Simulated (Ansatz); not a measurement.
# CH₄ClFGeO: a ladder of functionals and wavefunction methods

The task here is to estimate one member of a computed series from the others.

Method: functionals in def2-TZVPP, the program's frozen cores in correlated methods; program: Ansatz 0.2.0, Gaussian basis.

Levels to be run: LDA (SPW92), PBE-D4, revPBE-D4, BLYP-D4, r2SCAN-D4, B97M-V, PBE0-D4, B3LYP-D4, r2SCANh-D4, r2SCAN0-D4, HSE06-D4, BHLYP-D4, CAM-B3LYP-D4, LC-ωPBE, ωB97X-V, ωB97M-V, B2PLYP, PBE-QIDH; CCSD(T)/def2-SVP; CCSD(T)/def2-TZVPP; MP2/def2-QZVPP; extrapolation to the limit; RPA on PBE.

## Structure used throughout

The geometry comes from an earlier relaxation with PBE0-D4 in a triple-zeta def2 set; it is a stationary point, not always the lowest conformer.

SMILES `C[O][GeH]([F])[Cl]`, 9 atoms, charge 0, spin multiplicity 1.

Atoms are counted from 1 here; the program's logs count them from 0.

Bond lengths: C1–O2 1.415 Å, C1–H6 1.096 Å, C1–H7 1.095 Å, C1–H8 1.091 Å, O2–Ge3 1.745 Å, Ge3–F4 1.716 Å, Ge3–Cl5 2.133 Å, Ge3–H9 1.527 Å. Angles: O2–C1–H6 111.9°, O2–C1–H7 111.7°, O2–C1–H8 107.2°, H6–C1–H7 108.9°, H6–C1–H8 108.4°, H7–C1–H8 108.7°, C1–O2–Ge3 121.3°, O2–Ge3–F4 104.0°, O2–Ge3–Cl5 110.0°, O2–Ge3–H9 115.1°, F4–Ge3–Cl5 107.8°, F4–Ge3–H9 108.9°, Cl5–Ge3–H9 110.6°.

Coordinates:

```mol
CH4ClFGeO
  3D, bonds by distance, orders not assigned

  9  8  0  0  0  0  0  0  0  0999 V2000
    0.1959    1.0865    0.9088 C   0  0
   -0.3312   -0.2195    0.7703 O   0  0
   -0.1338   -1.1258   -0.7080 Ge  0  0
   -1.2702   -2.4041   -0.5653 F   0  0
   -0.7052    0.0712   -2.3782 Cl  0  0
    1.2911    1.0927    0.8623 H   0  0
   -0.1944    1.7646    0.1434 H   0  0
   -0.1088    1.4545    1.8893 H   0  0
    1.2565   -1.7201   -0.9226 H   0  0
  1  2  8  0
  2  3  8  0
  3  4  8  0
  3  5  8  0
  1  6  8  0
  1  7  8  0
  1  8  8  0
  3  9  8  0
M  END
```

Set-up of the first run:

File in.yaml:

```yaml
crystal:
  periodic: [false, false, false]
  atoms:
    - {symbol: C, position_ang: [0.195947, 1.086507, 0.908809]}
    - {symbol: O, position_ang: [-0.331221, -0.219485, 0.770310]}
    - {symbol: Ge, position_ang: [-0.133761, -1.125836, -0.708046]}
    - {symbol: F, position_ang: [-1.270196, -2.404053, -0.565318]}
    - {symbol: Cl, position_ang: [-0.705156, 0.071165, -2.378199]}
    - {symbol: H, position_ang: [1.291067, 1.092688, 0.862348]}
    - {symbol: H, position_ang: [-0.194387, 1.764593, 0.143372]}
    - {symbol: H, position_ang: [-0.108828, 1.454493, 1.889325]}
    - {symbol: H, position_ang: [1.256534, -1.720071, -0.922601]}
basis:
  gaussian: {orbitals: def2-TZVPP}
hamiltonian: {xc: lda}
output: {orbitals: {seedname: orbitals}}
```

Command:

```bash
$ ansatz run in.yaml --threads 4 --pin off --events-out ev --progress --plain --max-ram 10444MiB
```

Among the steps run: LDA; PBE-D4 (GGA); revPBE-D4 (GGA); BLYP-D4 (GGA); r2SCAN-D4 (meta-GGA); B97M-V (meta-GGA); B3LYP-D4 (hybrid); r2SCANh-D4 (hybrid); r2SCAN0-D4 (hybrid); HSE06-D4 (hybrid); BHLYP-D4 (hybrid); CAM-B3LYP-D4 (range-separated); LC-ωPBE (range-separated); ωB97X-V (range-separated); ωB97M-V (range-separated); B2PLYP (double hybrid); PBE-QIDH (double hybrid).

One table of the session follows, with a row left open; its other results are not shown here.

| functional | HOMO (eV) | gap (eV) |
| --- | --- | --- |
| LDA (SPW92) | -7.21 | 5.56 |
| PBE-D4 | -7.08 | 5.71 |
| revPBE-D4 | -7.02 | 5.77 |
| BLYP-D4 | -6.99 | 5.64 |
| r2SCAN-D4 | -7.44 | 6.41 |
| B97M-V | -7.57 | 6.50 |
| PBE0-D4 | ? | ? |
| B3LYP-D4 | -8.45 | 7.78 |
| r2SCANh-D4 | -8.04 | 7.39 |
| r2SCAN0-D4 | -8.95 | 8.85 |
| HSE06-D4 | -8.29 | 7.60 |
| BHLYP-D4 | -10.25 | 10.99 |
| CAM-B3LYP-D4 | -10.15 | 10.87 |
| LC-ωPBE | -11.50 | 13.55 |
| ωB97X-V | -11.17 | 13.11 |
| ωB97M-V | -11.08 | 12.81 |

**Question.** Estimate the row for PBE0-D4.

**Answer.** HOMO (eV): -8.69; gap (eV): 8.38. In the column «HOMO (eV)» it lies between r2SCAN0-D4 (-8.95) and B3LYP-D4 (-8.45).
